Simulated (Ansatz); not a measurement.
**C2H11BClNSi: small, medium and large basis sets**

An exercise on one series of results from a longer session: the logs are not shown, and one member is left open.

The runs use Ansatz 0.2.0, Gaussian basis; one geometry, several basis sets.

Plan: PBE0-D4/def2-SVP; ωB97M-V/def2-SVP; PBE0-D4/def2-QZVPP; ωB97M-V/def2-QZVPP; the functionals' def2-TZVPP values are taken from earlier runs.

1 further run of the same task is left out (it didn't finish).

### Structure used throughout

An earlier PBE0-D4 in a triple-zeta def2 set relaxation fixed the geometry.

SMILES `C[B-](C)(Cl)[NH2+][SiH3]`, 17 atoms, charge 0, spin multiplicity 1.

Atoms are counted from 1 here; the program's logs count them from 0.

Bond lengths: C1–B2 1.599 Å, C1–H7 1.096 Å, C1–H8 1.093 Å, C1–H9 1.097 Å, B2–C3 1.598 Å, B2–Cl4 1.892 Å, B2–N5 1.664 Å, C3–H10 1.098 Å, C3–H11 1.093 Å, C3–H12 1.096 Å, N5–Si6 1.808 Å, N5–H13 1.018 Å, N5–H14 1.019 Å, Si6–H15 1.478 Å, Si6–H16 1.484 Å, Si6–H17 1.471 Å. Angles: B2–C1–H7 114.6°, B2–C1–H8 109.1°, B2–C1–H9 112.3°, H7–C1–H8 106.0°, H7–C1–H9 107.7°, H8–C1–H9 106.7°, C1–B2–C3 116.1°, C1–B2–Cl4 111.6°, C1–B2–N5 109.1°, C3–B2–Cl4 111.0°, C3–B2–N5 106.5°, Cl4–B2–N5 101.3°, B2–C3–H10 112.0°, B2–C3–H11 110.2°, B2–C3–H12 113.3°, H10–C3–H11 106.6°, H10–C3–H12 107.8°, H11–C3–H12 106.6° and more.

As a file:

```xyz
17
charge 0, multiplicity 1
C    -0.8336    0.5775   -1.2477
B     0.0472   -0.5415   -0.5201
C    -0.6278   -1.9828   -0.3719
Cl    1.7727   -0.6770   -1.2846
N     0.4132   -0.0300    1.0209
Si    0.9352    1.6939    1.1742
H    -0.3390    1.5498   -1.3525
H    -1.0650    0.2463   -2.2635
H    -1.7943    0.7440   -0.7446
H    -1.6009   -1.9320    0.1343
H    -0.8116   -2.4164   -1.3583
H    -0.0032   -2.6991    0.1735
H     1.1395   -0.6658    1.3447
H    -0.4052   -0.2055    1.6012
H    -0.3104    2.4875    1.2400
H     1.6698    1.7990    2.4593
H     1.7946    2.0516    0.0354
```

The first run:

in.yaml

```yaml
crystal:
  periodic: [false, false, false]
  atoms:
    - {symbol: C, position_ang: [-0.833620, 0.577451, -1.247653]}
    - {symbol: B, position_ang: [0.047230, -0.541473, -0.520065]}
    - {symbol: C, position_ang: [-0.627834, -1.982758, -0.371895]}
    - {symbol: Cl, position_ang: [1.772668, -0.676990, -1.284566]}
    - {symbol: N, position_ang: [0.413239, -0.029953, 1.020949]}
    - {symbol: Si, position_ang: [0.935221, 1.693923, 1.174201]}
    - {symbol: H, position_ang: [-0.339024, 1.549779, -1.352494]}
    - {symbol: H, position_ang: [-1.064957, 0.246311, -2.263540]}
    - {symbol: H, position_ang: [-1.794326, 0.743978, -0.744557]}
    - {symbol: H, position_ang: [-1.600890, -1.931977, 0.134332]}
    - {symbol: H, position_ang: [-0.811591, -2.416361, -1.358310]}
    - {symbol: H, position_ang: [-0.003173, -2.699077, 0.173487]}
    - {symbol: H, position_ang: [1.139474, -0.665824, 1.344725]}
    - {symbol: H, position_ang: [-0.405193, -0.205480, 1.601216]}
    - {symbol: H, position_ang: [-0.310375, 2.487471, 1.240019]}
    - {symbol: H, position_ang: [1.669785, 1.799016, 2.459298]}
    - {symbol: H, position_ang: [1.794567, 2.051564, 0.035354]}
basis:
  gaussian: {orbitals: def2-SVP}
hamiltonian: {xc: pbe0, dispersion: d4}
output: {orbitals: {seedname: orbitals}}
```

Started as:

```
ansatz run in.yaml --threads 4 --pin off --events-out ev --progress --plain --max-ram 11315MiB
```

Steps of the session up to this table: PBE0-D4 in def2-SVP; ωB97M-V in def2-SVP; PBE0-D4 in def2-QZVPP; ωB97M-V in def2-QZVPP.

One of the session's tables, all rows but one given; the rest of the session is left out.

It belongs to the step «Functionals by basis». 

| functional | basis | HOMO (eV) |
| --- | --- | --- |
| PBE0-D4 | def2-SVP | ? |
| PBE0-D4 | def2-TZVPP | -7.29 |
| PBE0-D4 | def2-QZVPP | -7.32 |
| ωB97M-V | def2-SVP | -9.27 |
| ωB97M-V | def2-TZVPP | -9.57 |
| ωB97M-V | def2-QZVPP | -9.61 |

**Question.** Estimate the row for PBE0-D4, def2-SVP.

As computed: HOMO (eV): -7.03. In the column «HOMO (eV)» it is the highest.
